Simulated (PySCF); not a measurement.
# C2BrF2I (SMILES F/C(Br)=C(/F)I) at 3 levels

Wanted: a comparison of 3 runs (HF/STO-3G, HF/3-21G, BLYP/def2-SVPD) of C2BrF2I. 

The calculation is run with PySCF 2.14.0.

## Step 1: The system as given

C2BrF2I: 6 atoms, total charge 0, spin state singlet. As SMILES, `F/C(Br)=C(/F)I`. The coordinates come from a PBE0-D4/def2-TZVP relaxation.

Bond lengths: F1–C2 1.320 Å, C2–Br3 1.859 Å, C2–C4 1.327 Å, C4–F5 1.323 Å, C4–I6 2.060 Å. Angles: F1–C2–Br3 114.7°, F1–C2–C4 121.7°, Br3–C2–C4 123.6°, C2–C4–F5 121.0°, C2–C4–I6 123.6°, F5–C4–I6 115.5°.

## Step 2: Energy and forces at HF/STO-3G (run 1)

The input, input.py:

```python
import pyscf.grad
from pyscf import gto

molecule = gto.M(
    atom='''
F       -1.355700      -0.177800       1.089500
C       -0.347900      -0.501900       0.301700
Br      -0.037100      -2.328100       0.150000
C        0.373500       0.420500      -0.323200
F        1.380700       0.078900      -1.109600
I        0.028500       2.444500      -0.154500
''',
    basis='sto-3g',
    verbose=4,
    spin=0,
    max_memory=1860,
)

mf = molecule.RHF()
mf.conv_tol = 1e-10
mf.kernel()
if not mf.converged:
    mf = mf.newton().run(mf.mo_coeff, mf.mo_occ)

e_tot = mf.e_tot
print('E = %.10f Eh' % e_tot)
grad = mf.Gradients().kernel()
mf.analyze()
```

Started as:

```
$ OMP_NUM_THREADS=1 python input.py
```

Standard output:

```text
PySCF version 2.14.0

[... 84 lines left out ...]
MO #2   energy= -484.518058370211  occ= 2
[... 8 lines left out ...]
MO #11  energy= -35.6498704906815  occ= 2
[... 8 lines left out ...]
MO #20  energy= -23.3993244253494  occ= 2
[... 8 lines left out ...]
MO #29  energy= -5.20256973298041  occ= 2
[... 8 lines left out ...]
MO #38  energy= -2.00254165128051  occ= 2
[... 8 lines left out ...]
MO #47  energy= -0.694699474649074 occ= 2
[... 8 lines left out ...]
MO #56  energy= -0.350581323668607 occ= 2
[... 8 lines left out ...]
MO #65  energy= 0.925449259804176  occ= 0
[... 74 lines left out ...]
Dipole moment(X, Y, Z, Debye): -0.00971,  0.03092,  0.00609
```

Run time: 13 s. Hardware: 1 thread of Intel Xeon at 2.70GHz, shared host; peak memory 0.14 GiB.

## Step 3: Energy and gradient at HF/3-21G (run 2)

The input, calc.py:

```python
from pyscf import gto, scf

mol = gto.M(
    atom=[
    ('F', (-1.355700, -0.177800, 1.089500)),
    ('C', (-0.347900, -0.501900, 0.301700)),
    ('Br', (-0.037100, -2.328100, 0.150000)),
    ('C', (0.373500, 0.420500, -0.323200)),
    ('F', (1.380700, 0.078900, -1.109600)),
    ('I', (0.028500, 2.444500, -0.154500)),
],
    max_memory=1860,
    basis='3-21g',
    verbose=3,
    spin=0,
)

hf = scf.RHF(mol)
hf.conv_tol = 1e-10
hf.kernel()
if not hf.converged:
    hf = hf.newton().run(hf.mo_coeff, hf.mo_occ)

etot = hf.e_tot
print('Final energy', etot)
grad = hf.nuc_grad_method().kernel()
hf.analyze()
```

Started as:

```
$ OMP_NUM_THREADS=1 python calc.py
```

Standard output:

```text
converged SCF energy = -9720.39953420389
[... 11 lines left out ...]
MO #1   energy= -1170.03993329002  occ= 2
[... 10 lines left out ...]
MO #12  energy= -32.7439666873943  occ= 2
[... 10 lines left out ...]
MO #23  energy= -11.34140505122    occ= 2
[... 10 lines left out ...]
MO #34  energy= -3.1279412429969   occ= 2
[... 10 lines left out ...]
MO #45  energy= -1.04118836782654  occ= 2
[... 10 lines left out ...]
MO #56  energy= -0.445948232620824 occ= 2
[... 10 lines left out ...]
MO #67  energy= 0.561401477932054  occ= 0
[... 10 lines left out ...]
MO #78  energy= 1.19347714960864   occ= 0
[... 10 lines left out ...]
MO #89  energy= 4.19891927984923   occ= 0
[... 7 lines left out ...]
Dipole moment(X, Y, Z, Debye): -0.09021,  0.33415,  0.05445
```

It took 8.1 s on 1 thread of Intel Xeon at 2.70GHz, shared host; peak memory 0.18 GiB.

## Step 4: Energy and forces at BLYP/def2-SVPD (core potential) (run 3)

The input, job.py:

```python
from pyscf import gto, dft

molecule = gto.Mole()
molecule.atom = '''
F       -1.355700      -0.177800       1.089500
C       -0.347900      -0.501900       0.301700
Br      -0.037100      -2.328100       0.150000
C        0.373500       0.420500      -0.323200
F        1.380700       0.078900      -1.109600
I        0.028500       2.444500      -0.154500
'''
molecule.spin = 0
molecule.max_memory = 1860
molecule.basis = 'def2-svpd'
molecule.ecp = {'I': 'def2-svp'}
molecule.verbose = 4
molecule.charge = 0
molecule.build()

mf = dft.RKS(molecule)
mf.xc = 'blyp'
mf.grids.level = 5
mf.conv_tol = 1e-10
mf.kernel()
if not mf.converged:
    mf = mf.newton().run(mf.mo_coeff, mf.mo_occ)

etot = mf.e_tot
print('Final energy', etot)
grad = mf.nuc_grad_method().kernel()
dip = mf.dip_moment()
pop, q = mf.mulliken_pop()
```

Started as:

```
$ OMP_NUM_THREADS=1 python job.py
```

Standard output:

```text
PySCF version 2.14.0

[... 92 lines left out ...]
converged SCF energy = -3147.13262250081
Final energy -3147.132622500813
[... 13 lines left out ...]
Dipole moment(X, Y, Z, Debye): -0.06477,  0.37522,  0.03196
[... 169 lines left out ...]
charge of    5I =      0.10382
```

Run time: 2.2 min. Hardware: 1 thread of Intel Xeon at 2.70GHz, shared host; peak memory 2 GiB.

## Step 5: Overview of the runs

| run | level | core potential | integration grid | energy (Eh) | dipole moment (D) | HOMO energy (eV) | LUMO energy (eV) | wall time |
| --- | --- | --- | --- | --- | --- | --- | --- | --- |
| 1 | HF/STO-3G | – | – | -9666.200945 | 0.03 | -7.05 | 7.09 | 13 s |
| 2 | HF/3-21G | – | – | -9720.399534 | 0.35 | -9.56 | 2.29 | 8.1 s |
| 3 | BLYP/def2-SVPD (core potential) | def2-svp | 5 | -3147.132623 | 0.38 | -5.91 | -2.47 | 2.2 min |

## Step 6: Summary of results

| quantity | value |
| --- | --- |
| run 3: total energy | -3147.13262 Eh |
| run 3: dipole moment | 0.38 D |
| run 3: HOMO energy | -5.91 eV |
| run 3: LUMO energy | -2.47 eV |
| run 3: HOMO–LUMO gap | 3.44 eV |
| run 3: largest force on an atom | 1.246 eV/Å |

The dipole moment (its size) runs from 0.03 D (HF/STO-3G) to 0.38 D (BLYP/def2-SVPD). The two ends differ in method and basis and core potential. The HOMO–LUMO gap runs from 3.44 eV (BLYP/def2-SVPD) to 14.14 eV (HF/STO-3G). Some runs of one species differ in core potentials or relativity; totals across that change don't compare. In run 1 the basis is minimal, so the values are rough. In runs 1, 2 relativity is left out where basis or elements ask for it. All runs together took 2.5 min, the longest 2.2 min.
